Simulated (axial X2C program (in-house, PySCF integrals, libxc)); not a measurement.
**SbN⁻: bond curves with and without spin–orbit coupling**

What are the state, bond length, wavenumber and bond energy of SbN⁻, and what does spin–orbit coupling change?

The runs use an in-house X2C program for linear molecules on PySCF integrals; all-electron X2C, Sb dyall-acv3z, N dyall-av3z.

All values are calculated.

### Step 1. Input

Input file task.json:

```json
{"zs": [51, 7], "q": -1, "bas": ["dyall-acv3z", "dyall-av3z"], "levels": ["PBE0", "HF", "M06"], "cc": true, "r0": 1.93, "thr": -1.0, "nmax": 90, "npts": 10, "nst": 2, "ntry": 6}
```

Keys: zs atomic numbers; q charge; bas basis sets; levels methods (HF also brings MP2); cc coupled cluster on or off; r0 starting distance in Å; thr threshold in hartree for freezing inner shells (an s shell follows its p shell); nmax most natural virtual spinors; npts points asked for on the curve; nst determinants followed; ntry starts of the search.

Run with:

```
python so2c.py task.json out
```

Spin-free means the one-electron spin-free X2C Hamiltonian; two-component (2c) means X2C with spin–orbit coupling and atomic mean-field two-electron Coulomb and Gaunt terms. Basis: Sb dyall-acv3z contracted to [12s13p9d5f1g], N dyall-av3z contracted to [7s7p3d2f]; Gaussian nuclei, density fitting. Masses: Sb 120.904 u, N 14.003 u.

Notation: σ, π±, δ± give the projection m of an orbital's angular momentum (0, ±1, ±2), α and β its spin, Λ and M_S the sums; ω is the projection of a spinor's total angular momentum and Ω the sum. Logs are in hartree.

The results follow Hamiltonian by Hamiltonian and level by level.

### Step 2. State search with PBE0

Determinants are compared with PBE0 at 1.930 Å.

Spin-free determinants:

| ΔE (eV) | state | open shells |
| --- | --- | --- |
| 0.00 | M_S = 1/2, Λ = 1 | beyond closed shells: π+α |
| 1.26 | M_S = 3/2, Λ = 1 | beyond closed shells: 2 × π+α, π+β, 2 × π-α |
| 1.63 | M_S = 1/2, Λ = 0 | beyond closed shells: σα |
| 1.83 | M_S = 3/2, Λ = 0 | beyond closed shells: σα, π+α, π-α |
| 3.44 | M_S = 3/2, Λ = 0 | beyond closed shells: σα, π+α, π+β, 2 × π-α |
| 3.44 | M_S = 3/2, Λ = 2 | beyond closed shells: σα, 2 × π+α, π+β, π-α |

Two-component determinants:

```
ΔE (eV)    state                                  open shells
   0.00  Ω = 1/2                excess of +ω over −ω: ω = 1/2
   0.21  Ω = 3/2                excess of +ω over −ω: ω = 3/2
   1.28  Ω = 5/2  excess of +ω over −ω: ω = -1/2, 2 × ω = 3/2
   1.46  Ω = 1/2  excess of +ω over −ω: 2 × ω = -1/2, ω = 3/2
   2.24  Ω = 3/2                excess of +ω over −ω: ω = 3/2
   2.43  Ω = 7/2   excess of +ω over −ω: ω = 1/2, 2 × ω = 3/2
   2.53  Ω = 5/2   excess of +ω over −ω: 2 × ω = 1/2, ω = 3/2
```

### Step 3. PBE0, spin-free

State followed: M_S = 1/2, Λ = 1 (beyond closed shells: π+α). The scan is laid around 1.899 Å, a first estimate of the minimum, and this SCF restarts from the orbitals of the search.

The SCF at the reference distance of 1.899 Å:

```text
spin-free X2C-1e  PBE0
basis functions 197  fitting functions 1002  grid points 5076
iter        total energy     max residual
   1      -6531.878817678     3.11e+00
   2      -6535.080910583     9.52e-02
   3      -6533.129137107     3.59e-01
   4      -6535.108644866     1.03e-01
   5      -6535.193728818     6.18e-03
   6      -6535.195319660     7.03e-03
   7      -6535.195618191     6.83e-03
   8      -6535.195913627     2.51e-03
   9      -6535.195971354     1.16e-03
  10      -6535.195996676     4.93e-04
  11      -6535.196021987     3.50e-04
  12      -6535.196038730     5.14e-05
  13      -6535.196039061     1.08e-05
  14      -6535.196039066     3.38e-06
  15      -6535.196039066     9.19e-07
converged
one-electron -9186.86900142  Coulomb 2730.93938737  exact exchange -43.99370760  xc functional -134.75468914  nuclear repulsion 99.48197172
```

Along the bond, energies from the lowest point:

```tsv
R (Å)	E (eV)	μ (D)	HOMO (eV)	LUMO (eV)	iterations
1.652	1.1124	-2.46	1.21	2.61	16
1.728	0.4217	-2.87	1.09	2.57	16
1.785	0.1444	-3.12	0.98	2.51	16
1.842	0.0176	-3.31	0.87	2.42	16
1.899	0.0000	-3.41	0.76	2.32	15
1.966	0.0729	-3.43	0.65	2.22	20
2.032	0.2090	-3.40	0.57	2.14	18
2.117	0.4373	-3.32	0.48	2.07	18
2.222	0.7533	-3.21	0.41	2.01	19
2.374	1.2207	-3.08	0.34	1.97	19
```

Dipoles are positive if N is the positive end and refer to the centre of mass.

Outer orbitals at the reference distance:

```
symmetry  occupied  ε (eV)             atomic character
      σα       yes  -30.26                     98% Sb d
      σβ       yes  -30.25                     99% Sb d
     δ+α       yes  -30.20                    100% Sb d
     δ+β       yes  -30.19                    100% Sb d
     δ-β       yes  -30.19                    100% Sb d
     δ-α       yes  -30.18                    100% Sb d
     π+α       yes  -30.12                     99% Sb d
     π+β       yes  -30.11                     99% Sb d
     π-β       yes  -30.11                     99% Sb d
     π-α       yes  -30.10                     99% Sb d
      σα       yes  -15.46   65% N s, 12% Sb s, 9% Sb p
      σβ       yes  -14.14   60% N s, 16% Sb s, 9% Sb p
      σα       yes   -7.55   53% Sb s, 23% N p, 10% N s
      σβ       yes   -7.17   50% Sb s, 20% N p, 14% N s
     π+α       yes   -2.78   72% N p, 22% Sb p, 3% Sb f
      σα       yes   -2.29   56% N p, 27% Sb p, 9% Sb s
     π-α       yes   -2.29   68% N p, 25% Sb p, 3% Sb d
      σβ       yes   -1.85   55% N p, 28% Sb p, 9% Sb s
     π-β       yes   -1.22    50% Sb p, 44% N p, 3% N d
     π+β       yes   -1.22    50% Sb p, 44% N p, 3% N d
     π+α       yes    0.76  61% Sb p, 19% N p, 12% Sb d
     π-α        no    2.32  62% Sb p, 18% N p, 13% Sb d
      σα        no    3.05           60% Sb p, 37% Sb s
     π-β        no    3.09  55% Sb p, 25% N p, 15% Sb d
     π+β        no    3.09  55% Sb p, 25% N p, 15% Sb d
```

PBE0 fields in the half plane through the axis: z from -2.4 to 4.2 Å across, distance from the axis 0.15 to 2.25 Å upwards; Sb lies at z = 0 and N at z = 1.899 Å; the ELF is damped to zero where the density is low.

log10 density (e/bohr³). Ten even steps from '0' (-4.54 ) to '9' (1.83 ):
```
11222223332222221111000
12223333333332222211100
12233334443333333222110
22333444444444433332211
22334445554444444433211
22344556665555555443221
23344567776556665543321
23345568986566776543321
```

ELF. Ten even steps from ' ' (0.00 ) to '@' (0.91 ):
```
    ..--==++****++++--::..                    
  ..::==++########**==--::........            
  ..--++##%%%%%%####++==::::::::::::..        
  ::==**##%%%%####**++==----========--::      
..::++##%%##**==----====++****####**++--::    
..--++####**--::--::::==**%%%%@@@@%%##++--..  
..--**####==--##%%##----%%%%##%%@@@@%%**==..  
..--**##**--**++%%++++::%%##==..@@@@@@##==::  
```

Re = 1.881 Å, ωe = 750 cm⁻¹, ωexe = 6.94 cm⁻¹, Be = 0.3796 cm⁻¹, De = 3.25 eV, μ = -3.39 D. ⟨S²⟩ = 0.84 against 0.75 for a pure state, so this determinant mixes spins.

### Step 4. HF, spin-free

The SCF at the reference distance of 1.899 Å:

```text
spin-free X2C-1e  HF
basis functions 197  fitting functions 1002  grid points 5076
iter        total energy     max residual
   1      -6532.422472712     3.27e-01
   2      -6532.453057616     1.91e-02
   3      -6532.460277580     1.81e-02
   4      -6532.465167562     2.03e-02
   5      -6532.469455420     1.67e-02
   6      -6532.477284938     1.25e-02
   7      -6532.481524650     4.40e-03
   8      -6532.481408421     3.60e-03
   9      -6532.481825464     5.10e-04
  10      -6532.481843692     4.99e-04
  11      -6532.481851693     1.16e-04
  12      -6532.481854388     5.14e-05
  13      -6532.481854529     1.48e-04
  14      -6532.481854947     1.02e-05
  15      -6532.481854957     6.66e-06
  16      -6532.481854958     2.69e-06
converged
one-electron -9185.62922582  Coulomb 2729.83458653  exact exchange -176.16918739  xc functional 0.00000000  nuclear repulsion 99.48197172
```

No constants are quoted: the solution changes its character somewhere along the scan, so the fit is set aside.

### Step 5. M06, spin-free

Output at 1.899 Å:

```text
spin-free X2C-1e  M06
basis functions 197  fitting functions 1002  grid points 5076
iter        total energy     max residual
   1      -6535.688191259     1.19e-01
   2      -6535.688458713     2.97e-02
   3      -6535.587943137     1.21e-01
   4      -6535.695021601     2.10e-03
   5      -6535.695076819     1.69e-03
   6      -6535.695101147     4.16e-04
   7      -6535.695104849     3.84e-04
   8      -6535.695108618     3.41e-04
   9      -6535.695111346     2.00e-04
  10      -6535.695113044     1.01e-04
  11      -6535.695113375     2.38e-05
  12      -6535.695113385     5.65e-06
  13      -6535.695113386     6.42e-07
converged
one-electron -9186.29536288  Coulomb 2730.37570630  exact exchange -47.51491902  xc functional -131.74250951  nuclear repulsion 99.48197172
```

Re = 1.884 Å, ωe = 770 cm⁻¹, ωexe = 6.83 cm⁻¹, Be = 0.3785 cm⁻¹, De = 3.45 eV, μ = -3.60 D.

### Step 6. MP2, spin-free

Correlated methods: 11 electrons correlated (frozen shells, counted by type: Sb 4 s, 3 p, 2 d; N 1 s), 289 virtual spinors in MP2.

Output of the correlated part at 1.899 Å:

```text
correlated 11  virtual 289  natural virtual 90  E(MP2) -0.264234249  MP2 remainder -0.014637430
iter   CCSD correlation   residual
   1     -0.264460869   1.62e-01
   2     -0.275874770   9.26e-02
   3     -0.283916623   6.60e-02
   4     -0.290652455   4.57e-02
   5     -0.293729607   2.34e-02
   6     -0.294366230   1.31e-02
   7     -0.295131219   7.80e-03
   8     -0.295106327   3.47e-03
   9     -0.295150047   1.53e-03
  10     -0.295183647   6.94e-04
  11     -0.295172947   3.72e-04
  12     -0.295183096   2.35e-04
  13     -0.295174383   1.48e-04
  14     -0.295171748   7.28e-05
  15     -0.295170204   3.39e-05
  16     -0.295169937   1.52e-05
  17     -0.295170024   8.36e-06
  18     -0.295170251   4.55e-06
  19     -0.295170408   2.53e-06
  20     -0.295170556   1.41e-06
  21     -0.295170618   8.22e-07
  22     -0.295170685   5.37e-07
  23     -0.295170718   2.70e-07
  24     -0.295170732   1.44e-07
(T) -0.018417360  T1 0.1298  D1 0.2543  max T2 0.118
```

T1 in the output is the amplitude norm over the root of the electron number; divide by √2 for the Lee–Taylor value.

Coupled cluster ran at too few distances for a curve.

MP2: No constants are quoted: the reference changes its character somewhere along the scan, so the fit is set aside.

### Step 7. A higher determinant, spin-free

State: M_S = 3/2, Λ = 1 (beyond closed shells: 2 × π+α, π+β, 2 × π-α).

Output at the reference distance:

```text
spin-free X2C-1e  PBE0
basis functions 197  fitting functions 1002  grid points 5076
iter        total energy     max residual
   1      -6531.806635534     3.09e+00
   2      -6535.066981784     6.44e-02
   3      -6534.725796683     1.61e-01
   4      -6535.128462280     4.53e-02
   5      -6535.144678508     4.63e-03
   6      -6535.145037322     2.42e-03
   7      -6535.145155734     5.80e-04
   8      -6535.145167153     1.73e-04
   9      -6535.145168970     1.21e-04
  10      -6535.145169556     2.87e-05
  11      -6535.145169608     1.27e-05
  12      -6535.145169612     3.10e-06
  13      -6535.145169612     6.12e-07
converged
one-electron -9186.69289447  Coulomb 2730.88449289  exact exchange -44.02423759  xc functional -134.79450217  nuclear repulsion 99.48197172
```

```tsv
R (Å)	E above the lowest PBE0 point (eV)
1.652	3.720
1.728	2.612
1.785	2.044
1.842	1.648
1.899	1.384
1.966	1.205
2.032	1.131
2.117	1.143
2.222	1.267
```

Re = 2.063 Å, ωe = 565 cm⁻¹, ωexe = 3.44 cm⁻¹, Be = 0.3156 cm⁻¹, μ = -2.73 D. Te = 1.13 eV.

### Step 8. The spin-free curves together

Energy (eV) of the followed determinant, spin-free, from each level's lowest point:

```tsv
R (Å)	PBE0	HF (jumps)	MP2 (its reference jumps)	M06
1.652	1.112	1.872	0.972	1.149
1.728	0.422	1.008	0.397	0.446
1.785	0.144	0.584	0.160	0.159
1.842	0.018	0.302	0.038	0.023
1.899	0.000	0.127	0.000	0.000
1.966	0.073	0.024	0.030	0.075
2.032	0.209	0.000	0.117	0.219
2.117	0.437	0.046	0.286	0.460
2.222	0.753	0.162	0.562	0.789
2.374	1.221	0.333	1.062	1.261
```

### Step 9. PBE0, 2c

State followed: Ω = 1/2 (excess of +ω over −ω: ω = 1/2). The scan is laid around 1.899 Å, a first estimate of the minimum, and this SCF restarts from the orbitals of the search.

Output at 1.899 Å:

```text
two-component X2C + atomic mean field  PBE0
basis functions 197  fitting functions 1002  grid points 5076
iter        total energy     max residual
   1      -6528.895657388     3.12e+00
   2      -6532.358253472     9.43e-02
   3      -6530.452248732     3.66e-01
   4      -6532.375339749     1.08e-01
   5      -6532.466339009     1.71e-02
   6      -6532.470059056     5.70e-03
   7      -6532.470255563     7.13e-03
   8      -6532.470573364     2.68e-03
   9      -6532.470657539     1.47e-03
  10      -6532.470708921     6.39e-04
  11      -6532.470748147     3.12e-04
  12      -6532.470755742     3.89e-05
  13      -6532.470755815     1.49e-05
  14      -6532.470755820     4.23e-06
  15      -6532.470755821     1.58e-06
converged
one-electron -9179.16199542  Coulomb 2729.64240695  exact exchange -43.97058596  xc functional -134.68469524  nuclear repulsion 99.48197172  atomic mean-field constant -3.77785788
```

Along the bond, energies from the lowest point:

```tsv
R (Å)	E (eV)	μ (D)	HOMO (eV)	LUMO (eV)	iterations
1.652	1.1606	-2.59	1.18	2.67	16
1.728	0.4578	-3.00	1.05	2.64	16
1.785	0.1699	-3.23	0.93	2.59	16
1.842	0.0310	-3.40	0.81	2.52	16
1.899	0.0000	-3.49	0.70	2.44	15
1.966	0.0580	-3.52	0.58	2.35	18
2.032	0.1817	-3.50	0.48	2.29	18
2.117	0.3977	-3.43	0.38	2.23	18
2.222	0.7027	-3.34	0.29	2.17	19
2.374	1.1584	-3.21	0.21	2.13	19
```

Dipoles are positive if N is the positive end and refer to the centre of mass.

Outer spinors at the reference distance:

```tsv
ω	occupied	ε (eV)	atomic character	λ mixture
3/2	yes	-30.81	100% Sb d	82% δ, 18% π
1/2	yes	-30.80	99% Sb d	54% π, 46% σ
-1/2	yes	-30.80	99% Sb d	54% π, 46% σ
-3/2	yes	-30.80	100% Sb d	82% δ, 18% π
-1/2	yes	-29.63	99% Sb d	54% σ, 46% π
1/2	yes	-29.63	99% Sb d	54% σ, 46% π
5/2	yes	-29.61	100% Sb d	100% δ
-5/2	yes	-29.59	100% Sb d	100% δ
3/2	yes	-29.55	99% Sb d	82% π, 18% δ
-3/2	yes	-29.54	99% Sb d	82% π, 18% δ
-1/2	yes	-15.45	65% N s, 11% Sb s, 9% Sb p	100% σ
1/2	yes	-14.02	59% N s, 16% Sb s, 9% Sb p	100% σ
-1/2	yes	-7.48	53% Sb s, 23% N p, 10% N s	100% σ
1/2	yes	-7.10	49% Sb s, 20% N p, 14% N s	100% σ
1/2	yes	-2.82	70% N p, 24% Sb p, 2% Sb f	99% π, 1% σ
-1/2	yes	-2.27	55% N p, 28% Sb p, 9% Sb s	98% σ, 2% π
-3/2	yes	-2.26	71% N p, 22% Sb p, 3% Sb d	100% π
1/2	yes	-1.78	55% N p, 27% Sb p, 8% Sb s	98% σ, 2% π
-1/2	yes	-1.23	53% Sb p, 40% N p, 4% N d	98% π, 2% σ
3/2	yes	-1.05	49% Sb p, 46% N p, 3% N d	100% π
1/2	yes	0.70	59% Sb p, 20% N p, 12% Sb d	99% π, 1% σ
-3/2	no	2.44	66% Sb p, 16% N p, 12% Sb d	100% π
-1/2	no	3.08	66% Sb p, 31% Sb s	98% σ, 2% π
3/2	no	3.14	60% Sb p, 22% N p, 14% Sb d	100% π
-1/2	no	3.15	56% Sb p, 25% N p, 15% Sb d	98% π, 2% σ
```

PBE0 fields in the half plane through the axis: z from -2.4 to 4.2 Å across, distance from the axis 0.15 to 2.25 Å upwards; Sb lies at z = 0 and N at z = 1.899 Å; the ELF is damped to zero where the density is low.

log10 density (e/bohr³). Ten even steps from '0' (-4.53 ) to '9' (1.83 ):
```
11222223332222221111000
11223333333332222211100
12233334443333333222110
22333444444444433332210
22334445554444444433211
22344556665555555443221
23344567776556665543221
23344568986566776543321
```

ELF. Ten even steps from '0' (0.00 ) to '9' (0.91 ):
```
00124566553210000000000
01245777764321111000000
01357888775322222210000
02467887765433444432000
12578764334456677653200
13577633322468899875310
13677437873388789986410
13676365855287419997420
```

Re = 1.891 Å, ωe = 728 cm⁻¹, ωexe = 6.14 cm⁻¹, Be = 0.3758 cm⁻¹, De = 3.23 eV, μ = -3.48 D.

### Step 10. HF, 2c

The SCF at the reference distance of 1.899 Å:

```text
two-component X2C + atomic mean field  HF
basis functions 197  fitting functions 1002  grid points 5076
iter        total energy     max residual
   1      -6529.697818447     3.26e-01
   2      -6529.729140575     2.04e-02
   3      -6529.736738719     1.83e-02
   4      -6529.741544814     1.89e-02
   5      -6529.746064624     1.38e-02
   6      -6529.752424761     7.31e-03
   7      -6529.754127013     1.71e-03
   8      -6529.754107353     2.49e-03
   9      -6529.754304161     6.23e-04
  10      -6529.754322454     2.64e-04
  11      -6529.754326901     1.78e-04
  12      -6529.754328658     1.25e-04
  13      -6529.754329090     8.66e-05
  14      -6529.754329380     4.14e-05
  15      -6529.754329460     1.68e-05
  16      -6529.754329482     4.80e-06
  17      -6529.754329484     2.57e-06
converged
one-electron -9178.01740371  Coulomb 2728.62869988  exact exchange -176.06973950  xc functional 0.00000000  nuclear repulsion 99.48197172  atomic mean-field constant -3.77785788
```

No constants are quoted: the solution changes its character somewhere along the scan, so the fit is set aside.

### Step 11. M06, 2c

The SCF at the reference distance of 1.899 Å:

```text
two-component X2C + atomic mean field  M06
basis functions 197  fitting functions 1002  grid points 5076
iter        total energy     max residual
   1      -6532.961469570     1.20e-01
   2      -6532.962252736     2.84e-02
   3      -6532.873179322     1.14e-01
   4      -6532.968440713     2.12e-03
   5      -6532.968497403     1.72e-03
   6      -6532.968522983     5.24e-04
   7      -6532.968527723     4.63e-04
   8      -6532.968532733     3.74e-04
   9      -6532.968535862     1.85e-04
  10      -6532.968537172     7.66e-05
  11      -6532.968537342     1.41e-05
  12      -6532.968537347     6.86e-06
  13      -6532.968537347     2.00e-06
converged
one-electron -9178.57524070  Coulomb 2729.06478945  exact exchange -47.48951635  xc functional -131.67268360  nuclear repulsion 99.48197172  atomic mean-field constant -3.77785788
```

Re = 1.891 Å, ωe = 751 cm⁻¹, ωexe = 6.43 cm⁻¹, Be = 0.3757 cm⁻¹, De = 3.30 eV, μ = -3.74 D.

### Step 12. MP2, 2c

Correlated methods: 11 electrons correlated (frozen shells, counted by type: Sb 4 s, 3 p, 2 d; N 1 s), 289 virtual spinors in MP2.

MP2: No constants are quoted: the reference changes its character somewhere along the scan, so the fit is set aside.

### Step 13. A higher determinant, 2c

State: Ω = 3/2 (excess of +ω over −ω: ω = 3/2).

Output at the reference distance:

```text
two-component X2C + atomic mean field  PBE0
basis functions 197  fitting functions 1002  grid points 5076
iter        total energy     max residual
   1      -6528.889189810     3.11e+00
   2      -6532.346319070     9.81e-02
   3      -6530.347043344     3.46e-01
   4      -6532.374108455     1.04e-01
   5      -6532.461054461     6.64e-03
   6      -6532.462879933     6.06e-03
   7      -6532.463082676     6.80e-03
   8      -6532.463396962     2.23e-03
   9      -6532.463437059     8.97e-04
  10      -6532.463447053     3.56e-04
  11      -6532.463455178     2.94e-04
  12      -6532.463470909     1.60e-04
  13      -6532.463475482     3.65e-05
  14      -6532.463475512     1.30e-05
  15      -6532.463475518     3.79e-06
  16      -6532.463475519     3.06e-06
converged
one-electron -9178.79043694  Coulomb 2729.26098355  exact exchange -43.96452682  xc functional -134.67360916  nuclear repulsion 99.48197172  atomic mean-field constant -3.77785788
```

```tsv
R (Å)	E above the lowest PBE0 point (eV)
1.652	1.277
1.728	0.594
1.785	0.324
1.842	0.205
1.899	0.198
1.966	0.285
2.032	0.433
2.117	0.671
2.222	0.994
```

Re = 1.874 Å, ωe = 776 cm⁻¹, ωexe = 8.14 cm⁻¹, Be = 0.3825 cm⁻¹, μ = -3.30 D. Te = 0.19 eV.

### Step 14. The 2c curves together

Energy (eV) of the followed determinant, 2c, from each level's lowest point:

```tsv
R (Å)	PBE0	HF (jumps)	MP2 (its reference jumps)	M06
1.652	1.161	1.919	1.019	1.192
1.728	0.458	1.042	0.423	0.477
1.785	0.170	0.610	0.174	0.179
1.842	0.031	0.321	0.045	0.034
1.899	0.000	0.139	0.000	0.000
1.966	0.058	0.030	0.025	0.061
2.032	0.182	0.000	0.107	0.194
2.117	0.398	0.039	0.271	0.422
2.222	0.703	0.149	0.541	0.739
2.374	1.158	0.314	1.033	1.199
```

Time for the job: 3.3 min (1 thread of Intel Xeon 6975P-C (Granite Rapids), shared host).

### Step 15. What came out

Lowest determinant that the search found at its distance, spin-free: M_S = 1/2, Λ = 1 (beyond closed shells: π+α).

Lowest determinant that the search found at its distance, 2c: Ω = 1/2 (excess of +ω over −ω: ω = 1/2).

```tsv
Hamiltonian	level	Re (Å)	ωe (cm⁻¹)	De (eV)
spin-free	PBE0	1.881	750	3.25
spin-free	M06	1.884	770	3.45
2c	PBE0	1.891	728	3.23
2c	M06	1.891	751	3.30
```

No constants: spin-free HF (the solution changes its character somewhere along the scan, so the fit is set aside); spin-free MP2 (the reference changes its character somewhere along the scan, so the fit is set aside); 2c HF (the solution changes its character somewhere along the scan, so the fit is set aside); 2c MP2 (the reference changes its character somewhere along the scan, so the fit is set aside). Spin-free ⟨S²⟩ is off its pure value at PBE0 0.84.

Time per point (s) on 1 thread of Intel Xeon 6975P-C (Granite Rapids), shared host (2c runs); the times are rough: PBE0 1.4, M06 2.1.

**Reading.** At PBE0, going from spin-free to two-component changes Re by +9 mÅ, ωe by -2.9 %; the spin-free picture holds up (part of it comes from the scalar share of the two-electron terms). De moves by -0.02 eV; both De rest on single-determinant atoms, which can miss part of an open shell's spin–orbit lowering. The highest occupied level is positive at the mean-field levels quoted, but negative in the Hartree–Fock runs, so self-interaction plays a part.

De refers to Sb- + N, each in the lowest determinant found, which need not be this curve's own limit. The state is a single determinant with fixed occupations, the lowest that a limited PBE0 search found. De is counted from the lowest determinant-based energies of the atoms at the same level, without counterpoise correction. Density functionals use the spin component along the axis (collinear). The meta-GGAs lack a current-density term, which matters for open shells with orbital currents, atoms included. The spin-free determinant is spin-contaminated at some levels.
